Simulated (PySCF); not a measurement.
# C₄H₁₃NO₂: field gradients at the nuclei, part 2 of 2

How much do the quadrupole couplings of C₄H₁₃NO₂ depend on the level of theory? Each job file holds the settings and the coordinates that a driver script hands to the program.

PySCF 2.14.0, density-fitted response routines. The steps go on from the part before.

### 5 Field gradients, B3LYP/def2-TZVPP

The input, job.txt:

```
{"job": {"kind": "efgt", "xc": "B3LYP", "basis": "def2-TZVPP"}, "charge": 0, "multiplicity": 1}
C      1.002461     0.836181    -2.177911
C     -0.155284     1.215344    -1.278959
N     -0.368752     0.235172    -0.224621
O      0.774062     0.221131     0.600193
C     -1.516853     0.543356     0.612321
C     -1.791896    -0.554042     1.618866
O      0.642626    -2.257577    -0.448814
H      1.118323     1.570493    -2.988458
H      1.938352     0.806197    -1.603202
H      0.846136    -0.156533    -2.627093
H      0.011914     2.218653    -0.836023
H     -1.092267     1.264914    -1.857091
H      1.106005    -0.690191     0.467584
H     -1.357842     1.510246     1.131933
H     -2.378676     0.672416    -0.061898
H     -2.663105    -0.303591     2.241598
H     -0.924165    -0.689183     2.279614
H     -1.998691    -1.510253     1.112769
H     -0.025980    -1.558933    -0.636491
H      0.180310    -2.887378     0.113773
```

Output:

```text
coarse grid: 15640 points
cycle   1  E = -365.3938485451  dE =  5.021e-01  |g| = 1.010e+00  |ddm| = 3.042e+00
cycle   2  E = -365.1115488430  dE =  2.823e-01  |g| = 1.608e+00  |ddm| = 2.108e+00
cycle   3  E = -365.5779407637  dE = -4.664e-01  |g| = 1.525e-01  |ddm| = 1.520e+00
cycle   4  E = -365.5818508243  dE = -3.910e-03  |g| = 7.122e-02  |ddm| = 1.693e-01
cycle   5  E = -365.5829403377  dE = -1.090e-03  |g| = 1.791e-02  |ddm| = 6.694e-02
cycle   6  E = -365.5829913411  dE = -5.100e-05  |g| = 6.218e-03  |ddm| = 1.552e-02
cycle   7  E = -365.5829982720  dE = -6.931e-06  |g| = 1.074e-03  |ddm| = 4.004e-03
final grid: 226048 points
cycle   8  E = -365.5705998994  dE = -1.591e-04  |g| = 7.052e-03  |ddm| = 1.299e-01
cycle   9  E = -365.5705936109  dE =  6.289e-06  |g| = 8.606e-03  |ddm| = 1.508e-02
cycle  10  E = -365.5706112128  dE = -1.760e-05  |g| = 1.136e-03  |ddm| = 8.207e-03
cycle  11  E = -365.5706113970  dE = -1.842e-07  |g| = 5.482e-04  |ddm| = 1.184e-03
cycle  12  E = -365.5706114529  dE = -5.588e-08  |g| = 9.340e-05  |ddm| = 3.735e-04
cycle  13  E = -365.5706114541  dE = -1.247e-09  |g| = 4.254e-05  |ddm| = 9.054e-05
cycle  14  E = -365.5706114544  dE = -3.064e-10  |g| = 7.673e-06  |ddm| = 3.421e-05
converged SCF energy = -365.5706114544

Field-gradient tensors (au): xx yy zz xy xz yz
  0 C     0.00329   -0.00776    0.00447   -0.01931   -0.05052    0.00874
  1 C    -0.11012    0.06015    0.04998    0.01692   -0.02474   -0.17138
  2 N     0.87388   -1.17929    0.30541   -0.13739    0.43696   -0.58478
  3 O     0.86832   -0.14282   -0.72549   -0.87748    1.83772    0.19612
  4 C     0.09318   -0.07909   -0.01410   -0.07623   -0.14796    0.03758
  5 C    -0.03466    0.03795   -0.00329    0.01045   -0.02188   -0.02105
  6 O    -0.01719    0.60997   -0.59277   -0.14224   -0.33720   -1.28436
  7 H    -0.13164    0.04685    0.08479    0.02516   -0.03338   -0.20162
  8 H     0.16175   -0.13598   -0.02577   -0.00957    0.17830   -0.00367
  9 H    -0.12342    0.19096   -0.06754    0.05494    0.02108    0.14951
 10 H    -0.12181    0.18185   -0.06004    0.05333    0.01911    0.13346
 11 H     0.15339   -0.13304   -0.02035   -0.01123    0.17383   -0.01522
 12 H    -0.09580    0.27737   -0.18157   -0.18897    0.01277    0.06695
 13 H    -0.11583    0.15867   -0.04284    0.04947    0.01908    0.15418
 14 H     0.11280   -0.13309    0.02029   -0.03604    0.18417   -0.02816
 15 H     0.11927   -0.11195   -0.00733   -0.07534   -0.18418    0.05063
 16 H     0.11338   -0.12632    0.01293   -0.03970    0.19280   -0.03217
 17 H    -0.12412    0.17014   -0.04602    0.06589    0.03426    0.16165
 18 H     0.07910    0.07645   -0.15555   -0.23598    0.06661   -0.09375
 19 H    -0.06895    0.07824   -0.00929    0.20344   -0.19336   -0.28413
```

Run time: 64 s. Hardware: 8 threads of Arm Neoverse N1, shared host; peak memory 2.7 GiB.

### 6 Field gradients, CAM-B3LYP/def2-TZVPP

Edit job.txt of step 5 so:

```diff
@@ -1,2 +1,2 @@
-{"job": {"kind": "efgt", "xc": "B3LYP", "basis": "def2-TZVPP"}, "charge": 0, "multiplicity": 1}
+{"job": {"kind": "efgt", "xc": "CAM-B3LYP", "basis": "def2-TZVPP"}, "charge": 0, "multiplicity": 1}
 C      1.002461     0.836181    -2.177911
```

Output:

```text
coarse grid: 15640 points
cycle   1  E = -365.2553662504  dE =  6.192e-01  |g| = 9.074e-01  |ddm| = 3.022e+00
cycle   2  E = -365.1787057150  dE =  7.666e-02  |g| = 1.164e+00  |ddm| = 1.350e+00
cycle   3  E = -365.4030707143  dE = -2.244e-01  |g| = 8.734e-02  |ddm| = 7.820e-01
cycle   4  E = -365.4042363574  dE = -1.166e-03  |g| = 4.486e-02  |ddm| = 8.821e-02
cycle   5  E = -365.4046270519  dE = -3.907e-04  |g| = 1.110e-02  |ddm| = 3.558e-02
cycle   6  E = -365.4046474901  dE = -2.044e-05  |g| = 3.947e-03  |ddm| = 1.018e-02
cycle   7  E = -365.4046504410  dE = -2.951e-06  |g| = 8.127e-04  |ddm| = 3.264e-03
final grid: 226048 points
cycle   8  E = -365.3947493952  dE = -1.099e-04  |g| = 4.862e-03  |ddm| = 9.085e-02
cycle   9  E = -365.3947511564  dE = -1.761e-06  |g| = 3.979e-03  |ddm| = 9.973e-03
cycle  10  E = -365.3947547125  dE = -3.556e-06  |g| = 5.278e-04  |ddm| = 3.243e-03
cycle  11  E = -365.3947547591  dE = -4.657e-08  |g| = 3.214e-04  |ddm| = 8.811e-04
cycle  12  E = -365.3947547782  dE = -1.913e-08  |g| = 5.171e-05  |ddm| = 2.349e-04
cycle  13  E = -365.3947547789  dE = -6.793e-10  |g| = 1.945e-05  |ddm| = 7.421e-05
converged SCF energy = -365.3947547789

Field-gradient tensors (au): xx yy zz xy xz yz
  0 C     0.00385   -0.00817    0.00432   -0.01985   -0.05171    0.00919
  1 C    -0.11186    0.06059    0.05128    0.01725   -0.02630   -0.17299
  2 N     0.88830   -1.19728    0.30898   -0.14172    0.44431   -0.59468
  3 O     0.87295   -0.15130   -0.72165   -0.87855    1.83269    0.18683
  4 C     0.09358   -0.07954   -0.01404   -0.07614   -0.15056    0.03725
  5 C    -0.03562    0.03885   -0.00323    0.01070   -0.02194   -0.02170
  6 O    -0.02127    0.60509   -0.58381   -0.14169   -0.33209   -1.27624
  7 H    -0.13225    0.04712    0.08513    0.02519   -0.03357   -0.20260
  8 H     0.16253   -0.13668   -0.02586   -0.00961    0.17919   -0.00364
  9 H    -0.12396    0.19192   -0.06796    0.05530    0.02113    0.15026
 10 H    -0.12268    0.18303   -0.06035    0.05371    0.01912    0.13424
 11 H     0.15425   -0.13378   -0.02048   -0.01118    0.17469   -0.01530
 12 H    -0.09602    0.27833   -0.18230   -0.18980    0.01258    0.06674
 13 H    -0.11657    0.15963   -0.04306    0.04978    0.01903    0.15514
 14 H     0.11333   -0.13386    0.02053   -0.03618    0.18512   -0.02830
 15 H     0.11978   -0.11239   -0.00739   -0.07575   -0.18506    0.05083
 16 H     0.11395   -0.12691    0.01295   -0.03987    0.19379   -0.03232
 17 H    -0.12487    0.17104   -0.04617    0.06615    0.03439    0.16254
 18 H     0.07942    0.07636   -0.15578   -0.23661    0.06693   -0.09399
 19 H    -0.06916    0.07843   -0.00927    0.20427   -0.19392   -0.28489
```

Run time: 72 s. Hardware: 8 threads of Arm Neoverse N1, shared host; peak memory 3 GiB.

### 7 Field gradients, HF/def2-TZVPP

Edit job.txt of step 6 so:

```diff
@@ -1,2 +1,2 @@
-{"job": {"kind": "efgt", "xc": "CAM-B3LYP", "basis": "def2-TZVPP"}, "charge": 0, "multiplicity": 1}
+{"job": {"kind": "efgt", "xc": "HF", "basis": "def2-TZVPP"}, "charge": 0, "multiplicity": 1}
 C      1.002461     0.836181    -2.177911
```

Output:

```text
final grid: 226048 points
cycle   1  E = -363.1616326942  dE =  8.826e-01  |g| = 7.615e-01  |ddm| = 2.968e+00
cycle   2  E = -363.2639810608  dE = -1.023e-01  |g| = 4.576e-01  |ddm| = 8.181e-01
cycle   3  E = -363.3002238133  dE = -3.624e-02  |g| = 8.316e-02  |ddm| = 2.764e-01
cycle   4  E = -363.3023491474  dE = -2.125e-03  |g| = 1.968e-02  |ddm| = 1.092e-01
cycle   5  E = -363.3024606870  dE = -1.115e-04  |g| = 6.492e-03  |ddm| = 2.486e-02
cycle   6  E = -363.3024749903  dE = -1.430e-05  |g| = 2.264e-03  |ddm| = 8.945e-03
cycle   7  E = -363.3024776755  dE = -2.685e-06  |g| = 7.153e-04  |ddm| = 4.602e-03
cycle   8  E = -363.3024779844  dE = -3.089e-07  |g| = 2.678e-04  |ddm| = 1.447e-03
cycle   9  E = -363.3024780298  dE = -4.536e-08  |g| = 7.216e-05  |ddm| = 5.900e-04
cycle  10  E = -363.3024780337  dE = -3.866e-09  |g| = 3.173e-05  |ddm| = 1.642e-04
cycle  11  E = -363.3024780342  dE = -5.127e-10  |g| = 9.983e-06  |ddm| = 5.448e-05
converged SCF energy = -363.3024780342

Field-gradient tensors (au): xx yy zz xy xz yz
  0 C    -0.00512    0.00197    0.00315   -0.01230   -0.03549    0.00474
  1 C    -0.11229    0.06362    0.04868    0.02267   -0.00962   -0.16296
  2 N     0.94842   -1.27589    0.32747   -0.15628    0.47190   -0.63743
  3 O     0.90950   -0.12451   -0.78499   -0.95716    1.92472    0.19294
  4 C     0.09502   -0.07840   -0.01662   -0.07188   -0.13441    0.04823
  5 C    -0.02589    0.03265   -0.00676    0.00657   -0.01660   -0.00275
  6 O    -0.01133    0.63693   -0.62560   -0.18167   -0.35489   -1.37111
  7 H    -0.13604    0.04844    0.08761    0.02586   -0.03448   -0.20836
  8 H     0.16688   -0.14045   -0.02643   -0.00988    0.18377   -0.00413
  9 H    -0.12773    0.19748   -0.06975    0.05702    0.02159    0.15428
 10 H    -0.12636    0.18860   -0.06224    0.05530    0.01931    0.13759
 11 H     0.15833   -0.13755   -0.02079   -0.01143    0.17917   -0.01611
 12 H    -0.09335    0.27267   -0.17932   -0.18584    0.01465    0.06596
 13 H    -0.12000    0.16404   -0.04404    0.05081    0.01903    0.15958
 14 H     0.11662   -0.13778    0.02116   -0.03714    0.18969   -0.02917
 15 H     0.12325   -0.11558   -0.00767   -0.07784   -0.19023    0.05223
 16 H     0.11721   -0.13051    0.01331   -0.04125    0.19862   -0.03337
 17 H    -0.12850    0.17617   -0.04767    0.06785    0.03498    0.16756
 18 H     0.07981    0.07291   -0.15271   -0.23086    0.06423   -0.09297
 19 H    -0.06700    0.07761   -0.01061    0.20231   -0.19411   -0.28404
```

It took 22 s on 8 threads of Arm Neoverse N1, shared host; peak memory 3 GiB.

### 8 The levels side by side

Largest principal value Vzz, in atomic units:

| atom | PBE0/def2-TZVPP | PBE/def2-TZVPP | B3LYP/def2-TZVPP | CAM-B3LYP/def2-TZVPP | HF/def2-TZVPP |
| --- | --- | --- | --- | --- | --- |
| C1 | 0.0637 | 0.0666 | 0.0602 | 0.0619 | 0.0386 |
| C2 | 0.2193 | 0.2182 | 0.2291 | 0.2317 | 0.2209 |
| N3 | -1.3518 | -1.3003 | -1.3820 | -1.4038 | -1.4984 |
| O4 | 2.2257 | 2.1671 | 2.2457 | 2.2480 | 2.3683 |
| C5 | 0.2112 | 0.2107 | 0.2205 | 0.2229 | 0.2107 |
| C6 | 0.0541 | 0.0573 | 0.0508 | 0.0521 | -0.0358 |
| O7 | -1.4762 | -1.4380 | -1.4976 | -1.4841 | -1.6028 |
| H8 | 0.2788 | 0.2774 | 0.2726 | 0.2739 | 0.2817 |
| H9 | 0.2761 | 0.2748 | 0.2697 | 0.2710 | 0.2781 |
| H10 | 0.2744 | 0.2730 | 0.2682 | 0.2695 | 0.2771 |
| H11 | 0.2560 | 0.2544 | 0.2496 | 0.2512 | 0.2582 |
| H12 | 0.2681 | 0.2668 | 0.2616 | 0.2630 | 0.2699 |
| H13 | 0.3658 | 0.3696 | 0.3623 | 0.3636 | 0.3562 |
| H14 | 0.2560 | 0.2545 | 0.2497 | 0.2512 | 0.2581 |
| H15 | 0.2683 | 0.2670 | 0.2617 | 0.2631 | 0.2700 |
| H16 | 0.2783 | 0.2770 | 0.2722 | 0.2734 | 0.2811 |
| CPU time | 83 s | 2.3 min | 84 s | 95 s | 32 s |

Couplings eQVzz/h in MHz (234.9647 × Q in barn × Vzz), with Q = 0.02044 (14N), -0.02558 (17O), 0.00285783 (2H):

| nucleus | PBE0/def2-TZVPP | PBE/def2-TZVPP | B3LYP/def2-TZVPP | CAM-B3LYP/def2-TZVPP | HF/def2-TZVPP |
| --- | --- | --- | --- | --- | --- |
| 14N (atom 3) | -6.492 | -6.245 | -6.637 | -6.742 | -7.197 |
| 17O (atom 4) | -13.377 | -13.025 | -13.497 | -13.511 | -14.234 |
| 17O (atom 7) | 8.872 | 8.643 | 9.001 | 8.920 | 9.633 |
| 2H (atom 8) | 0.187 | 0.186 | 0.183 | 0.184 | 0.189 |
| 2H (atom 9) | 0.185 | 0.184 | 0.181 | 0.182 | 0.187 |
| 2H (atom 10) | 0.184 | 0.183 | 0.180 | 0.181 | 0.186 |
| 2H (atom 11) | 0.172 | 0.171 | 0.168 | 0.169 | 0.173 |
| 2H (atom 12) | 0.180 | 0.179 | 0.176 | 0.177 | 0.181 |
| 2H (atom 13) | 0.246 | 0.248 | 0.243 | 0.244 | 0.239 |
| 2H (atom 14) | 0.172 | 0.171 | 0.168 | 0.169 | 0.173 |

### 9 Results

What follows sums up all 2 parts.

| quantity | value |
| --- | --- |
| coupling of 14N (atom 3), PBE0/def2-TZVPP | -6.492 MHz |
| coupling of 17O (atom 4), PBE0/def2-TZVPP | -13.377 MHz |
| coupling of 17O (atom 7), PBE0/def2-TZVPP | 8.872 MHz |
| coupling of 2H (atom 8), PBE0/def2-TZVPP | 0.187 MHz |
| coupling of 2H (atom 9), PBE0/def2-TZVPP | 0.185 MHz |

In words: The largest coupling, that of 17O, runs from -14.234 (HF/def2-TZVPP) to -13.025 MHz (PBE/def2-TZVPP). The gradients are non-relativistic, at the equilibrium geometry and in principal axes; measured couplings hold vibrational averaging and refer to the inertial axes. The def2 sets are stiff near the nuclei, which limits their accuracy.
